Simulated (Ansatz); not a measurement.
**Sr2Mg: strong compression**

The task here is to estimate one member of a computed series from the others.

Computed with Ansatz 0.2.0 (DFT, PBEsol, PAW with Ansatz's default frozen-core files, scalar-relativistic, unless a step's input says otherwise).

## The starting structure

The structure is tetragonal, space group I4/mmm (No. 139). Conventional cell: a = 4.236 Å, b = 4.236 Å, c = 14.495 Å, α = 90.00°, β = 90.00°, γ = 90.00°. Sr (site symmetry 4mm) has 4 Mg at 3.63 Å and 9 Sr at 4.12 to 4.33 Å in its first shell of neighbours. Mg (site symmetry 4/mmm) is surrounded by 8 Sr at 3.63 Å.

Coordinates:

```cif
data_structure
_symmetry_space_group_name_H-M 'P 1'
_symmetry_Int_Tables_number 1
_cell_length_a 7.8422
_cell_length_b 7.8422
_cell_length_c 7.8422
_cell_angle_alpha 148.659
_cell_angle_beta 148.659
_cell_angle_gamma 44.913
_cell_volume 130.07
loop_
_atom_site_label
_atom_site_type_symbol
_atom_site_fract_x
_atom_site_fract_y
_atom_site_fract_z
_atom_site_occupancy
Sr1 Sr 0.35803 0.35803 0.00000 1
Sr2 Sr 0.64197 0.64197 0.00000 1
Mg1 Mg 0.00000 0.00000 0.00000 1
```

Whether this phase is the stable one at these pressures isn't tested.

Atoms are numbered in the order of the input: Sr1, Sr2, Mg3.

The first run:

input.yaml

```yaml
crystal:
  lattice:
    - [-2.11820827, 2.11820827, 7.2474875]
    - [2.11820827, -2.11820827, 7.2474875]
    - [2.11820827, 2.11820827, -7.2474875]
  atoms:
    - { symbol: Sr, position: [0.35803386, 0.35803386, 0.0] }
    - { symbol: Sr, position: [0.64196614, 0.64196614, 0.0] }
    - { symbol: Mg, position: [0.0, 0.0, 0.0] }
kpoints:
  mp_grid: { grid: [12, 12, 12] }
  band_path:
    path:
      - [0.0, 0.0, 0.0]
      - [0.0, 0.0, 0.5]
      - [0.25, 0.25, 0.25]
      - [0.0, 0.5, 0.0]
      - [0.0, 0.0, 0.0]
      - [0.5, 0.5, -0.5]
      - [0.2713551378, 0.7286448622, -0.2713551378]
      - [-0.2713551378, 0.2713551378, 0.2713551378]
      - [0.0, 0.0, 0.0]
    npoints: 6
scf:
  occupations: { method: fermi_dirac, width: 0.05 }
hamiltonian:
  xc: pbesol
  pseudopotentials: { kind: paw }
output:
  forces: true
  stress: true
  eigenvalues: true
  populations: true
  write_density: true
  write_potential: true
  elf: true
  volumetric_format: npy
```

On the command line:

```console
$ ansatz run input.yaml --threads 1 --pin off --max-ram 3072MiB --backend cpu --events-out ev --progress --plain --runs-dir out
```

Among the steps run: Volume scaled by 1, PAW; Volume scaled by 0.8, PAW; Volume scaled by 0.55, PAW; Volume scaled by 0.5, PAW.

One of the session's tables, all rows but one given; the rest of the session is left out.

| method | volume over the first | volume (Å³/atom) | pressure (GPa) | largest force (eV/Å) |
| --- | --- | --- | --- | --- |
| PAW | 1 | 43.357 | -0.90 | 0.005 |
| PAW | 0.8 | 34.686 | 3.90 | 0.240 |
| PAW | 0.55 | ? | ? | ? |
| PAW | 0.5 | 21.679 | 30.32 | 1.447 |

Estimate the missing values for PAW, 0.55.

**Answer.** volume (Å³/atom): 23.847; pressure (GPa): 22.73; largest force (eV/Å): 1.057. In the column «volume (Å³/atom)» it lies between PAW, 0.5 (21.679) and PAW, 0.8 (34.686).
